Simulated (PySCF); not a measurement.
# From one method to the next for GeH⁺

Starting from one script, swap the method and compare what comes out for GeH⁺.

Method: method and basis as typed in the scripts; program: PySCF 2.14.0.

## 1. The system as given

GeH⁺: 2 atoms, charge 1, spin multiplicity 1.

Bond lengths: Ge1–H2 1.580 Å.

## 2. The base run

File input.py:

```python
from pyscf import gto, dft

mol = gto.M(
    atom='Ge 0 0 0; H 0 0 1.58',
    basis='x2c-svpall',
    charge=1,
    spin=0,
    symmetry=True,
    verbose=3,
)
mf = dft.RKS(mol, xc='mn15')
mf = mf.sfx2c1e()
mf.kernel()
mf.analyze()
print('orbital energies (hartree):', mf.mo_energy[..., max(0, mol.nelec[1]-3):mol.nelec[0]+3].round(4))
```

Command:

```bash
$ python input.py
```

## 3. EOM-EE (RHF)

Run 1 changes step after the SCF: analyze → eomee; SCF type: RKS → RHF; functional: mn15 → none (Hartree–Fock); frozen orbitals: none → 9; number of roots: none → 8.

File input.py:

```python
from pyscf import gto, scf, cc

mol = gto.M(
    atom='Ge 0 0 0; H 0 0 1.58',
    basis='x2c-svpall',
    charge=1,
    spin=0,
    symmetry=True,
    verbose=3,
)
mf = scf.RHF(mol)
mf = mf.sfx2c1e()
mf.kernel()
mycc = cc.CCSD(mf, frozen=9)
mycc.kernel()
e = mycc.eeccsd(nroots=8)[0]
print('roots (eV) =', (e*27.211386).round(3))
mf.dip_moment()
print('orbital energies (hartree):', mf.mo_energy[..., max(0, mol.nelec[1]-3):mol.nelec[0]+3].round(4))
```

## 4. B3pw91

Run 2 changes functional: mn15 → b3pw91.

Changes to input.py since step 2:

```diff
@@ -10,3 +10,3 @@
 )
-mf = dft.RKS(mol, xc='mn15')
+mf = dft.RKS(mol, xc='b3pw91')
 mf = mf.sfx2c1e()
```

## 5. Pbesol

Run 3 changes functional: mn15 → pbesol.

Changes to input.py since step 2:

```diff
@@ -10,3 +10,3 @@
 )
-mf = dft.RKS(mol, xc='mn15')
+mf = dft.RKS(mol, xc='pbesol')
 mf = mf.sfx2c1e()
```

## 6. NEVPT2 (RHF)

Run 4 changes step after the SCF: analyze → nevpt2; SCF type: RKS → RHF; functional: mn15 → none (Hartree–Fock); active space: none → 4 electrons in 5 orbitals.

File input.py:

```python
from pyscf import gto, scf, mcscf, mrpt

mol = gto.M(
    atom='Ge 0 0 0; H 0 0 1.58',
    basis='x2c-svpall',
    charge=1,
    spin=0,
    symmetry=True,
    verbose=3,
)
mf = scf.RHF(mol)
mf = mf.sfx2c1e()
mf.kernel()
mc = mcscf.CASSCF(mf, 5, 4)
mc.kernel()
mc.analyze()
mrpt.NEVPT(mc).kernel()
mf.dip_moment()
print('orbital energies (hartree):', mf.mo_energy[..., max(0, mol.nelec[1]-3):mol.nelec[0]+3].round(4))
```

Q: Predict the outcome of this session. Wanted: for each run, E(SCF); from base; gap; after the SCF.

The runs gave:

```csv
run,E(SCF) (hartree),from base (eV),gap (eV),after the SCF
base,-2099.946105,0,5.93,n/a
EOM-EE (RHF),-2097.000177,not comparable,10.84,"CCSD correlation -5.381 eV, core frozen, first root 2.36 eV"
b3pw91,-2098.702060,not comparable,4.50,n/a
pbesol,-2096.818555,not comparable,2.71,n/a
NEVPT2 (RHF),-2097.000177,not comparable,10.84,"NEVPT2 correlation -6.528 eV (from the SCF energy, the CASSCF gain included)"
```

In words: The gap between the frontier levels is 2.7 eV with pbesol (0 % exact exchange) and 5.9 eV with mn15 (44 %): exact exchange opens it. Total energies of different functionals can't be compared with each other; differences within one functional can.
